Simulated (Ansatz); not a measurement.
This script for an atomisation energy of CH5GeNS, SMILES N=[CH][GeH2][SH] with the Python package of Ansatz (0.2.0) holds a mistake.

The script, `tae_ch5gens.py`:
```python
# -*- coding: utf-8 -*-
"""Atomisation energy of CH5GeNS at the given geometry."""

from collections import Counter

import ansatz


def single_point(molecule, charge=0, unpaired=0):
    calc = (
        molecule.calculation()
        .basis(gaussian="cc-pVDZ")
        .functional("HF")
    )
    if charge:
        calc = calc.charge(charge)
    if unpaired:
        calc = calc.spin("collinear", total=unpaired)
    report = calc.run().report
    if report["published_state_doubts"]:
        print("  doubts:", report["published_state_doubts"])
    return report["free_energy_ev"]


def main():
    geometry_ang = [
        ("N", (0.8269, 1.4667, -1.1464)),
        ("C", (-0.1086, 0.7764, -0.5885)),
        ("Ge", (0.3822, -0.8648, 0.2386)),
        ("S", (-1.3021, -1.8368, 1.1209)),
        ("H", (0.5127, 2.3897, -1.6297)),
        ("H", (-1.1472, 1.0994, -0.577)),
        ("H", (1.0843, -1.8016, -0.7976)),
        ("H", (1.4786, -0.5524, 1.3699)),
        ("H", (1.1269, 1.4667, -1.1464)),
    ]
    ch5gens = ansatz.Crystal.molecule()
    for symbol, xyz in geometry_ang:
        ch5gens = ch5gens.atom(symbol, xyz)

    # Hund ground states
    unpaired = {"N": 3, "C": 2, "Ge": 2, "S": 2, "H": 1}
    counts = Counter(site.symbol for site in ch5gens.cartesian_sites)
    atom_energy = {s: single_point(ansatz.Crystal.molecule().atom(s, (0, 0, 0)), 0, unpaired[s]) for s in counts}
    whole = single_point(ch5gens, 0, 0)
    for s, e in atom_energy.items():
        print(f"{s:2s} x{counts[s]}  {e:14.5f} eV")
    print(f"CH5GeNS: {whole:.5f} eV")
    split = sum(counts[s] * e for s, e in atom_energy.items()) - whole
    print(f"atomisation energy (no zero-point term): {split:.3f} eV, {split / sum(counts.values()):.3f} eV an atom")


if __name__ == "__main__":
    main()
```

Output of `python tae_ch5gens.py`:
```text
N  x1     -1480.05762 eV
C  x1     -1025.50311 eV
Ge x1    -56471.56286 eV
S  x1    -10816.43900 eV
H  x5       -13.58606 eV
CH5GeNS: -69778.43443 eV
atomisation energy (no zero-point term): -83.058 eV, -9.229 eV an atom
```

The script ran to its end, but the result can't be trusted. Why?

The fault: two atoms almost overlap. The change:

```diff
--- before
+++ after
@@ -34,3 +34,3 @@
         ("H", (1.4786, -0.5524, 1.3699)),
-        ("H", (1.1269, 1.4667, -1.1464)),
+        ("H", (-1.6383, -0.7228, 1.9927)),
     ]
```

After the fix:

```console
$ python tae_ch5gens.py
N  x1     -1480.05762 eV
C  x1     -1025.50311 eV
Ge x1    -56471.56286 eV
S  x1    -10816.43900 eV
H  x5       -13.58606 eV
CH5GeNS: -69880.82544 eV
atomisation energy (no zero-point term): 19.333 eV, 2.148 eV an atom
```

What to keep in mind:
- Total energies depend on the basis set; only differences at equal settings carry meaning.
- The geometry is a force-field or estimated start, not a minimum of this method, and the basis set is short of its limit. All parts are taken at fixed geometry, without zero-point energy.
- Hartree-Fock leaves correlation out, so bond, atomisation and ionisation energies come out well too low.
- For Al to Cl the sets with a tight d function, cc-pV(X+d)Z, are usual.
- Hardware and time: 2.3 s on 1 thread of Arm Neoverse V2 (shared host), peak memory 0.25 GiB.
